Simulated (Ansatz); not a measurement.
# LiVO2: further runs on the relaxed cell

One table from this session's results is given with a row withheld; the runs are named, their logs left out.

Computed with Ansatz 0.2.0 (DFT PBEsol, scalar-relativistic, plane waves, PAW, unless a step's input says otherwise).

## The starting structure

It takes space group R-3m (No. 166, trigonal). Conventional cell: a = 2.762 Å, b = 2.762 Å, c = 14.877 Å, α = 90.00°, β = 90.00°, γ = 120.00°. Li (site symmetry -3m) has 6 O at 2.05 Å in its first shell of neighbours. V (site symmetry -3m) is surrounded by 6 O at 1.99 Å. O (site symmetry 3m) has 3 V at 1.99 Å and 3 Li at 2.05 Å in its first shell of neighbours.

As a file:

```
Li V O
1.0
     1.38076    0.79718    4.95910
    -1.38076    0.79718    4.95910
     0.00000   -1.59437    4.95910
Li V O
1 1 2
Cartesian
  0.0000 0.0000 0.0000
  0.0000 0.0000 7.4386
  0.0000 0.0000 3.6728
  0.0000 0.0000 11.2045
```

It is the result of an earlier relaxation at this level (volume 8.19 Å³/atom; gap on the mesh: none (metal)).

Set-up of the first run:

The input, input.yaml:

```yaml
crystal:
  lattice:
    - [1.366815171, 0.7891311069, 4.909003752]
    - [-1.366815171, 0.7891311069, 4.909003752]
    - [0.0, -1.5782622139, 4.909003752]
  atoms:
    - { symbol: Li, position: [0.0, 0.0, 0.0] }
    - { symbol: V, position: [0.5, 0.5, 0.5] }
    - { symbol: O, position: [0.2468735913, 0.2468735913, 0.2468735913] }
    - { symbol: O, position: [0.7531264087, 0.7531264087, 0.7531264087] }
basis:
  ecutwfc: 420
kpoints:
  mp_grid: { grid: [18, 18, 18] }
hamiltonian:
  xc: pbesol
scf:
  occupations: { method: gaussian, width: 0.1 }
output:
  forces: true
  stress: true
  eigenvalues: true
relax:
  adjacent_minimum: "off"
  f_tol: 0.01
  max_steps: 30
  cell: { stress_tol: 0.1, fix: [volume] }
```

The run is started by

```console
$ ansatz run input.yaml --threads 1 --pin off --max-ram 2560MiB --backend cpu --events-out ev --progress --plain --runs-dir out
```

Steps of the session up to this table: Volume × 0.97; Point at V/V0 = 1.03; Volume × 0.94; Volume × 1.06.

One table of the session follows, with a row left open; its other results are not shown here.

It belongs to the step «Equation of state». 

| volume (Å³/atom) | energy above the lowest point (meV/atom) | pressure (GPa) |
| --- | --- | --- |
| 7.697 | 15.7 | 10.95 |
| 7.942 | 3.7 | 5.01 |
| 8.188 | 0.0 | -0.03 |
| 8.434 | ? | ? |
| 8.679 | 13.0 | -7.94 |

**Question.** Estimate the row for volume (Å³/atom) = 8.434.

Worked estimate for «energy above the lowest point (meV/atom)». A straight line through the neighbours (8.188, 0.0) and (8.679, 13.0) gives 0.0 + (13.0 − 0.0) × (8.434 − 8.188) / (8.679 − 8.188) = 6.5; a parabola fitted to 3 rows on both sides gives 3.1.

**Answer.** energy above the lowest point (meV/atom): 3.4; pressure (GPa): -4.30. In «energy above the lowest point (meV/atom)» the line misses by +3.1 and the parabola by -0.3.

Limits of these values: The final runs have no spin polarisation, so a magnetic state may lie lower.
